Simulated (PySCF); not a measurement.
# H4HoO4 ([Ho(OH)4]-): the cost of one run

Computed with PySCF 2.14.0 and routines of our own; the level stands in each step. Atoms count from 0.

## 1. The system as given

9 atoms, charge -1, states of the metal's open shell are computed; geometry from: model geometry, bond lengths from ionic radii.

## 2. Ligand-field states: state-averaged CASSCF in water

Job settings and geometry (Å):

```
{"job": {"kind": "lf", "basis": {"metal": "x2c-TZVPall", "ligand": "x2c-SVPall"}, "nevpt": false, "solvent": "water"}, "charge": -1, "metal": "Ho", "open_shell": "f10"}
Ho     0.000000     0.000000     0.000000
O      1.241880     1.241880     1.241881
H      0.987964     2.119335     1.553650
O     -1.241880    -1.241880     1.241881
H     -0.987964    -2.119335     1.553650
O     -1.241880     1.241880    -1.241881
H     -2.119335     0.987964    -1.553650
O      1.241880    -1.241880    -1.241881
H      2.119335    -0.987964    -1.553650
```

Level: state-averaged CASSCF of the metal f shell, state-interaction spin-orbit coupling.

On the command line:

```console
$ OMP_NUM_THREADS=1 python lf_run.py task.json out
```

The driver reads the jobs from task.json and runs them one after another.

**Question.** How long does this first job take on 1 thread of Arm Neoverse V1, shared host, and how much memory does it need?

About 34 s, with a peak of 0.53 GiB.
